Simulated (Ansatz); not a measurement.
# Platinum, A15 under LDA: structure and ground-state energy

Aim: take platinum in the A15 structure, relax it, then solve it on a dense k-mesh. Spin polarisation is left out. The k-meshes are 5×5×5 for the relaxation; 7×7×7 for the dense run.

Method: DFT LDA (PW92), plane waves (420 eV) with PAW, scalar-relativistic; the PAW data stem from PBE, with regenerated cores, in Ansatz 0.2.0.

## (1) Starting point

It takes space group Pm-3n (No. 223, cubic). Conventional cell: a = 4.943 Å, b = 4.943 Å, c = 4.943 Å, α = 90.00°, β = 90.00°, γ = 90.00°. Pt (site symmetry m-3) has 12 Pt at 2.76 Å as nearest neighbours. Pt (site symmetry -4m2) is surrounded by 6 Pt at 2.47 to 2.76 Å.

As a file:

```
CELL_PARAMETERS angstrom
4.94280 0.00000 0.00000
0.00000 4.94280 0.00000
0.00000 0.00000 4.94280
ATOMIC_POSITIONS crystal
Pt 0.00000 0.00000 0.00000
Pt 0.50000 0.50000 0.50000
Pt 0.25000 0.00000 0.50000
Pt 0.75000 0.00000 0.50000
Pt 0.50000 0.25000 0.00000
Pt 0.50000 0.75000 0.00000
Pt 0.00000 0.50000 0.25000
Pt 0.00000 0.50000 0.75000
```

## (2) Relaxation of the cell

File input.yaml:

```yaml
crystal:
  lattice:
    - [4.9427962708, 0.0, 0.0]
    - [0.0, 4.9427962708, 0.0]
    - [0.0, 0.0, 4.9427962708]
  atoms:
    - { symbol: Pt, position: [0.0, 0.0, 0.0] }
    - { symbol: Pt, position: [0.5, 0.5, 0.5] }
    - { symbol: Pt, position: [0.25, 0.0, 0.5] }
    - { symbol: Pt, position: [0.75, 0.0, 0.5] }
    - { symbol: Pt, position: [0.5, 0.25, 0.0] }
    - { symbol: Pt, position: [0.5, 0.75, 0.0] }
    - { symbol: Pt, position: [0.0, 0.5, 0.25] }
    - { symbol: Pt, position: [0.0, 0.5, 0.75] }
hamiltonian:
  xc: lda
  pseudopotentials:
    kind: paw
    azcp:
      Pt: "pseudopotentials/Pt.paw.azcp"
basis:
  ecutwfc: 420
  fft_grid_basis: typed
kpoints:
  mp_grid: { grid: [5, 5, 5], shift: [0, 0, 0] }
magnetization:
  spin_polarized: false
scf:
  occupations: { method: fermi_dirac, width: 0.1 }
relax:
  max_steps: 60
  f_tol: 0.01
  cell: {}
```

On the command line:

```console
$ ansatz run input.yaml --threads 4 --pin off --max-ram 8192MiB --backend cpu --events-out ev --progress --plain --runs-dir out
```

After this run come: The energy on a finer k-mesh.

Q: Predict the outcome of this session. Wanted: space group; conventional cell; volume; shortest distance; gap on the mesh; relative to fcc.

The runs gave:

| quantity | value |
| --- | --- |
| space group (spins left aside) | Pm-3n (No. 223) |
| conventional cell | a = 4.965 Å |
| volume | 15.302 Å³/atom |
| shortest distance | 2.483 Å |
| gap on the mesh | none (levels filled in part) |
| relative to fcc | +302 meV/atom |

**Reading.** From the guessed start the volume grew by 1.4 % in 5 steps. Against the reference form of platinum (fcc, computed apart with the same settings) it stands 302 meV/atom higher, so it is far from stable. No gap shows: it is a metal or semimetal at this level. Relaxation kept the symmetry; phonons were not checked.
